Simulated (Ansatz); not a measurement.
Predict the output of the script below (Ansatz's Python interface).

`relaxed_scan.py`:
```python
"""One bond of GeH3I held at set lengths while the rest relaxes."""

import ansatz as az
import numpy as np

geometry_ang = [
    ("Ge", (0.0233, -0.0194, -0.1858)),
    ("I", (0.1961, -0.3846, 2.296)),
    ("H", (-0.388, 1.5205, -0.4634)),
    ("H", (-1.0911, -0.8478, -0.7683)),
    ("H", (1.3096, -0.3423, -0.9199)),
]
geh3i = az.Crystal.molecule()
for symbol, xyz in geometry_ang:
    geh3i = geh3i.atom(symbol, xyz)

base = geh3i.calculation().basis(gaussian="def2-SVP").functional("pbe")
symbols = [site.symbol for site in geh3i.cartesian_sites]
pairs = [(0, 1), (0, 2), (0, 3), (0, 4)]
print("held (A)   E (eV)        ", "  ".join(f"{symbols[i]}{i}-{symbols[j]}{j}" for i, j in pairs))
for length in [1.39, 1.51, 1.63, 1.81, 2.03]:
    data = base.relax(constraints=[az.DistanceConstraint((0, 3), at=length)], force_tolerance=0.02, max_steps=60).run(threads=1, backend="cpu").report
    xyz = np.array(data["positions_ang"])
    print(f"{length:6.2f} {data['free_energy_ev']:14.5f}  ", "  ".join(f"{np.linalg.norm(xyz[i] - xyz[j]):.3f}" for i, j in pairs))
```

```console
$ python relaxed_scan.py
held (A)   E (eV)         Ge0-I1  Ge0-H2  Ge0-H3  Ge0-H4
DeckWarning: relax.constraints: the input's atoms, or those drawn, lie off the distances that are held; a relaxation that starts there is brought onto them ahead of its first SCF, by positions alone, an atom by 5.79e-2 Å at the most. With the symmetry [...]
  1.39   -64652.12693   2.546  1.547  1.390  1.547
  1.51   -64652.36808   2.544  1.548  1.510  1.547
  1.63   -64652.33160   2.539  1.547  1.630  1.547
  1.81   -64651.99664   2.535  1.548  1.810  1.548
  2.03   -64651.39832   2.530  1.549  2.030  1.549
```
(Warnings from the package without file and line, shortened, repeats left out.)

Total energies depend on the basis set; only differences at equal settings carry meaning. The energies are electronic: no zero-point or thermal terms, and the basis set is short of its limit. def2 sets replace the cores of elements past krypton by effective core potentials. Finished in 38 s on 1 thread of Arm Neoverse V2, with other jobs on the host, peak memory 0.2 GiB.
